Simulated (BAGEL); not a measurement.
**C2H4OSi (SMILES O=C=C[SiH3]): PBE0/def2-SVPD (density fitting with qzvpp-jkfit)**

What is the energy change on altering one bond length of C2H4OSi at PBE0/def2-SVPD (density fitting with qzvpp-jkfit)? 

The results are computed with BAGEL 1.2.2.

2 further runs of the same task are left out: 1 that didn't finish, 1 set aside as unsound or not needed.

### Step 1. The molecule

C2H4OSi: 8 atoms, total charge 0, spin state singlet. SMILES: `O=C=C[SiH3]`. The coordinates come from a PBE0-D4/def2-TZVP relaxation.

Bond lengths: O1–C2 1.155 Å, C2–C3 1.307 Å, C3–Si4 1.847 Å, C3–H5 1.084 Å, Si4–H6 1.486 Å, Si4–H7 1.486 Å, Si4–H8 1.484 Å. Angles: O1–C2–C3 178.2°, C2–C3–Si4 120.3°, C2–C3–H5 117.2°, Si4–C3–H5 122.5°, C3–Si4–H6 110.7°, C3–Si4–H7 110.7°, C3–Si4–H8 108.0°, H6–Si4–H7 108.1°, H6–Si4–H8 109.6°, H7–Si4–H8 109.6°.

### Step 2. A single-point energy at PBE0/def2-SVPD (density fitting with qzvpp-jkfit)

input.json reads:

```json
{ "bagel": [

{
  "title": "molecule",
  "basis": "def2-svpd.json",
  "df_basis": "qzvpp-jkfit",
  "angstrom": true,
  "geometry": [
    { "atom": "O", "xyz": [       1.434400,      -1.284900,       1.947200 ] },
    { "atom": "C", "xyz": [       1.186900,      -0.644700,       1.017800 ] },
    { "atom": "C", "xyz": [       0.866900,       0.072100,      -0.027300 ] },
    { "atom": "Si", "xyz": [      -0.904900,       0.278600,      -0.507900 ] },
    { "atom": "H", "xyz": [       1.678700,       0.527300,      -0.583100 ] },
    { "atom": "H", "xyz": [      -1.291100,       1.713700,      -0.489300 ] },
    { "atom": "H", "xyz": [      -1.142900,      -0.245400,      -1.878100 ] },
    { "atom": "H", "xyz": [      -1.735900,      -0.474000,       0.465000 ] }
  ]
},

{
  "title": "ks",
  "xc_func": "pbe0"
},

{
  "title": "print",
  "file": "orbitals.molden",
  "orbitals": true
}

]}
```

The basis set def2-SVPD is read from a file made from the Basis Set Exchange's data (not shown).

Run with:

```console
BAGEL_NUM_THREADS=1 BAGEL input.json > input.out
```

The log of the run:

```text
* using 1 threads per process

  ===============================================================
  ===============================================================

  *** Geometry ***

  { "atom" : "O", "xyz" : [      2.710623,     -2.428109,      3.679675 ] },
  { "atom" : "C", "xyz" : [      2.242916,     -1.218306,      1.923363 ] },
  { "atom" : "C", "xyz" : [      1.638204,      0.136249,     -0.051590 ] },
  { "atom" : "Si", "xyz" : [     -1.710013,      0.526478,     -0.959792 ] },
  { "atom" : "H", "xyz" : [      3.172283,      0.996453,     -1.101899 ] },
  { "atom" : "H", "xyz" : [     -2.439825,      3.238424,     -0.924643 ] },
  { "atom" : "H", "xyz" : [     -2.159768,     -0.463739,     -3.549095 ] },
  { "atom" : "H", "xyz" : [     -3.280376,     -0.895730,      0.878723 ] },

  Number of auxiliary basis functions:      427

  Since a DF basis is specified, we compute 2- and 3-index integrals:
    o Being stored without compression. Storage requirement is 0.048 GB

  Number of basis functions:      119
  Number of electrons      :       38

    * METHOD: MOLECULE                             0.20

  *** Kohn-Sham DFT ***

    * Removing 13503 points whose weight is below 1.00e-10
    * Grid points: 105745

  === Nuclear Repulsion ===
   136.9770011334

       - DIIS with orbital gradients will be used.

  === KS iteration (pbe0 / def2-svpd.json) ===
      0       -411.59733804          0.10842967           0.49
      1       -388.48984944          0.13515221           0.48
      2       -302.62928217          0.24302430           0.47
      3       -423.19049809          0.09171370           0.48
      4       -441.44203830          0.05129957           0.48
      5       -438.42442947          0.07818834           0.48
      6       -442.21124433          0.03091867           0.48
      7       -441.82976819          0.03972763           0.48
      8       -442.04106318          0.03637631           0.49
      9       -442.68460657          0.01385435           0.49
     10       -442.80833248          0.00188162           0.49
     11       -442.81004417          0.00088429           0.49
     12       -442.81047795          0.00015408           0.49
     13       -442.81049105          0.00003826           0.49
     14       -442.81049137          0.00003237           0.49
     15       -442.81049195          0.00000393           0.48
     16       -442.81049196          0.00000075           0.48
     17       -442.81049196          0.00000043           0.48
     18       -442.81049196          0.00000036           0.48
     19       -442.81049196          0.00000005           0.48
     20       -442.81049196          0.00000002           0.48
     21       -442.81049196          0.00000001           0.48
     22       -442.81049196          0.00000000           0.48
    * SCF iteration converged.

    * Permanent dipole moment:
           (   -0.046260,    -0.317363,     0.443012) a.u.

    * METHOD: KS                                  11.66

    * METHOD: PRINT                                0.02

  ===============================================================
```

Run time: 12 s. Hardware: 1 thread of Arm Neoverse V2, shared host; peak memory 0.57 GiB.

### Step 3. The distorted shape at the same level

calc.json reads:

```json
{ "bagel": [

{
  "title": "molecule",
  "basis": "def2-svpd.json",
  "df_basis": "qzvpp-jkfit",
  "angstrom": true,
  "geometry": [
    { "atom": "O", "xyz": [       1.530402,      -1.499944,       2.260736 ] },
    { "atom": "C", "xyz": [       1.282902,      -0.859744,       1.331336 ] },
    { "atom": "C", "xyz": [       0.866900,       0.072100,      -0.027300 ] },
    { "atom": "Si", "xyz": [      -0.904900,       0.278600,      -0.507900 ] },
    { "atom": "H", "xyz": [       1.678700,       0.527300,      -0.583100 ] },
    { "atom": "H", "xyz": [      -1.291100,       1.713700,      -0.489300 ] },
    { "atom": "H", "xyz": [      -1.142900,      -0.245400,      -1.878100 ] },
    { "atom": "H", "xyz": [      -1.735900,      -0.474000,       0.465000 ] }
  ]
},

{ "title": "ks", "xc_func": "pbe0" },

{ "title": "print", "file": "orbitals.molden", "orbitals": true }

]}
```

The basis set def2-SVPD is read from a file made from the Basis Set Exchange's data (not shown).

Run with:

```console
BAGEL_NUM_THREADS=1 BAGEL calc.json > calc.out
```

The log of the run:

```text
* using 1 threads per process

  ===============================================================
  ===============================================================

  *** Geometry ***

  { "atom" : "O", "xyz" : [      2.892041,     -2.834483,      4.272172 ] },
  { "atom" : "C", "xyz" : [      2.424333,     -1.624681,      2.515860 ] },
  { "atom" : "C", "xyz" : [      1.638204,      0.136249,     -0.051590 ] },
  { "atom" : "Si", "xyz" : [     -1.710013,      0.526478,     -0.959792 ] },
  { "atom" : "H", "xyz" : [      3.172283,      0.996453,     -1.101899 ] },
  { "atom" : "H", "xyz" : [     -2.439825,      3.238424,     -0.924643 ] },
  { "atom" : "H", "xyz" : [     -2.159768,     -0.463739,     -3.549095 ] },
  { "atom" : "H", "xyz" : [     -3.280376,     -0.895730,      0.878723 ] },

  Number of auxiliary basis functions:      427

  Since a DF basis is specified, we compute 2- and 3-index integrals:
    o Being stored without compression. Storage requirement is 0.048 GB

  Number of basis functions:      119
  Number of electrons      :       38

    * METHOD: MOLECULE                             0.20

  *** Kohn-Sham DFT ***

    * Removing 12891 points whose weight is below 1.00e-10
    * Grid points: 106357

  === Nuclear Repulsion ===
   128.2964078539

       - DIIS with orbital gradients will be used.

  === KS iteration (pbe0 / def2-svpd.json) ===
      0       -420.83510789          0.08480504           0.50
      1       -405.11215429          0.12370263           0.49
      2       -382.27429576          0.14456383           0.49
      3       -427.73147767          0.11059824           0.49
      4       -433.08171935          0.08174224           0.49
      5       -442.26956832          0.02425924           0.49
      6       -442.26784989          0.02654818           0.49
      7       -442.66145902          0.00961464           0.49
      8       -442.71850850          0.00356683           0.49
      9       -442.72168353          0.00308057           0.49
     10       -442.72737738          0.00024270           0.49
     11       -442.72741447          0.00011433           0.49
     12       -442.72742163          0.00003655           0.49
     13       -442.72742217          0.00002558           0.49
     14       -442.72742250          0.00000924           0.49
     15       -442.72742255          0.00000441           0.49
     16       -442.72742256          0.00000077           0.50
     17       -442.72742256          0.00000035           0.49
     18       -442.72742256          0.00000007           0.49
     19       -442.72742256          0.00000004           0.49
     20       -442.72742256          0.00000002           0.50
     21       -442.72742256          0.00000000           0.50
    * SCF iteration converged.

    * Permanent dipole moment:
           (   -0.230894,    -0.043031,     0.036333) a.u.

    * METHOD: KS                                  11.41

    * METHOD: PRINT                                0.02

  ===============================================================
```

It took 12 s on 1 thread of Arm Neoverse V2, shared host; peak memory 0.57 GiB.

### Step 4. Results

Level: PBE0/def2-SVPD (density fitting with qzvpp-jkfit).

```
                                                         quantity          value
                                        first shape: total energy  -442.81049 Eh
                                       first shape: dipole moment         1.39 D
                                         first shape: HOMO energy       -7.30 eV
                                         first shape: LUMO energy       -1.03 eV
                                       first shape: HOMO–LUMO gap        6.26 eV
                                    distorted shape: total energy  -442.72742 Eh
                                   distorted shape: dipole moment         0.60 D
                                     distorted shape: HOMO energy       -6.46 eV
                                     distorted shape: LUMO energy       -1.74 eV
                                   distorted shape: HOMO–LUMO gap        4.72 eV
energy change with the C2–C3 bond stretched from 1.307 to 1.699 Å       2.260 eV
```

With the C2–C3 bond stretched from 1.307 to 1.699 Å the energy rises by 2.26 eV (52 kcal/mol). The first shape isn't relaxed at this level, so the change isn't measured from a minimum.
